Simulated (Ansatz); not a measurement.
# AlB2P3: from a guess to a relaxed structure

The task: take a trial cell of AlB2P3 to zero force and stress, then test the end with a random kick.

Method: DFT PBE, scalar-relativistic, plane waves, PAW, in Ansatz 0.2.0.

**1. Starting point**

It takes space group P3m1 (No. 156, trigonal). The conventional cell has a = 3.503 Å, b = 3.503 Å, c = 8.580 Å, α = 90.00°, β = 90.00°, γ = 120.00°. Al (site symmetry 3m) is surrounded by 4 P at 2.14 Å. B (site symmetry 3m) is surrounded by 4 P at 2.14 Å. Around P (site symmetry 3m) lie 4 B at 2.14 Å. P (site symmetry 3m) has 3 Al at 2.14 Å and 1 B at 2.14 Å as nearest neighbours. Around P (site symmetry 3m) lie 3 B at 2.14 Å and 1 Al at 2.14 Å.

Structure file:

```
CELL_PARAMETERS angstrom
3.50261 0.00000 0.00000
-1.75131 3.03335 0.00000
0.00000 0.00000 8.57962
ATOMIC_POSITIONS crystal
Al 0.33333 0.66667 0.66667
B 0.00000 0.00000 0.00000
B 0.66667 0.33333 0.33333
P 0.00000 0.00000 0.25000
P 0.66667 0.33333 0.58333
P 0.33333 0.66667 0.91667
```

The start is an ordering of an alloy on its end members' structure types: elements ordered on the sites of the AlP type, B/Al on Al (P3m1, No. 156).

**2. The guess as it stands, on a coarse mesh**

Input file input.yaml:

```yaml
crystal:
  lattice:
    - [3.50261499, 0.0, 0.0]
    - [-1.7513075, 3.03335356, 0.0]
    - [0.0, 0.0, 8.57961949]
  atoms:
    - { symbol: Al, position: [0.33333333, 0.66666667, 0.66666667] }
    - { symbol: B, position: [0.0, 0.0, 0.0] }
    - { symbol: B, position: [0.66666667, 0.33333333, 0.33333333] }
    - { symbol: P, position: [0.0, 0.0, 0.25] }
    - { symbol: P, position: [0.66666667, 0.33333333, 0.58333333] }
    - { symbol: P, position: [0.33333333, 0.66666667, 0.91666667] }
basis:
  ecutwfc: 420
kpoints:
  mp_grid: { grid: [6, 6, 2] }
hamiltonian:
  xc: pbe
scf:
  occupations: { method: gaussian, width: 0.1 }
  lower_state_search: "off"
output:
  forces: true
  stress: true
  eigenvalues: true
```

Started as:

```bash
ansatz run input.yaml --threads 1 --pin off --max-ram 2560MiB --backend cpu --events-out ev --progress --plain --runs-dir out
```

The session goes on with these runs: rough relaxation on the coarse mesh; full relaxation; kick test: the unmoved cell on a coarse mesh; kicked and relaxed without symmetry.

Before running it: what results should come out? Wanted: conventional cell; volume; energy over the elements, black P; gap on the mesh.

**Answer**, as computed:

| quantity | value |
| --- | --- |
| symmetry at the end (tolerance 0.02 Å) | space group P3m1 (No. 156) |
| conventional cell | a = 3.415 Å, b = 3.415 Å, c = 8.650 Å, α = 90.00°, β = 90.00°, γ = 120.00° |
| volume | 14.56 Å³/atom |
| energy over the elements, black P | -0.24 eV/atom |
| gap on the mesh | 0.22 eV |

**Reading.** The space group P3m1 (No. 156) is kept, and the volume per atom shrinks by 4.1 % from the first guess. It lies below the elements, which doesn't yet make it stable: competing phases were not computed in this session. The kicked cell came back to the same energy, so the end is stable against the distortions that fit this cell and this draw; modes that don't fit the cell aren't tested.
